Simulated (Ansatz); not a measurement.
The system is KFeAs2.

```
CELL_PARAMETERS angstrom
-1.98037 1.98037 6.38302
1.98037 -1.98037 6.38302
1.98037 1.98037 -6.38302
ATOMIC_POSITIONS crystal
As 0.33074 0.33074 0.00000
As 0.66926 0.66926 0.00000
Fe 0.25000 0.75000 0.50000
K 0.00000 0.00000 0.00000
```

The cell comes from a database or a generator and needn't be the stable form of this composition.

* Program: Ansatz 0.2.0
* Task: single point
* Functional: PBE
* Potentials or basis: Ansatz PAW
* Cutoff: 420 eV (not typed: the program's choice for these potentials)
* k mesh: 9 × 9 × 9
* Occupations: fermi-dirac, width 0.05 eV
* Spin: collinear spin, ferromagnetic start
* Starting moments: [0.0, 0.0, 3.0, 0.0] μB

On this cell: pressure 0.2 GPa; largest force 0.067 eV/Å; net moment 0.61 μB per cell; site moments As -0.02; Fe +0.62; K -0.00 μB; band gap on the k mesh none (metal or under the smearing width).

The same run follows on a disturbed copy (atoms moved at random, drawn with an rms of 0.05 Å):

```
As Fe K
1.0
    -1.98037    1.98037    6.38302
     1.98037   -1.98037    6.38302
     1.98037    1.98037   -6.38302
As Fe K
2 1 1
Direct
  0.31954 0.33159 0.99263
  0.67385 0.66673 0.00007
  0.24590 0.74336 0.49146
  0.99904 0.99951 0.00147
```

Task: What does the disturbed cell give?

Result: The energy (extrapolated to zero smearing) moves by +4.1 meV/atom; pressure 0.6 GPa; largest force 0.506 eV/Å; net moment 0.61 μB per cell; site moments As -0.02; Fe +0.61; K -0.00 μB; band gap on the k mesh none (metal or under the smearing width).

Forces on the atoms (eV/Å):
```
As  -0.389  0.058  0.128
As   0.026 -0.377 -0.250
Fe   0.370  0.329  0.105
K   -0.007 -0.010  0.017
```

Stress tensor (GPa, compression positive):
```
 0.48  0.01 -0.61
 0.01  0.99  0.60
-0.61  0.60  0.35
```

Caveats: a cell with one magnetic atom can't hold antiferromagnetic order, which such compounds often take.
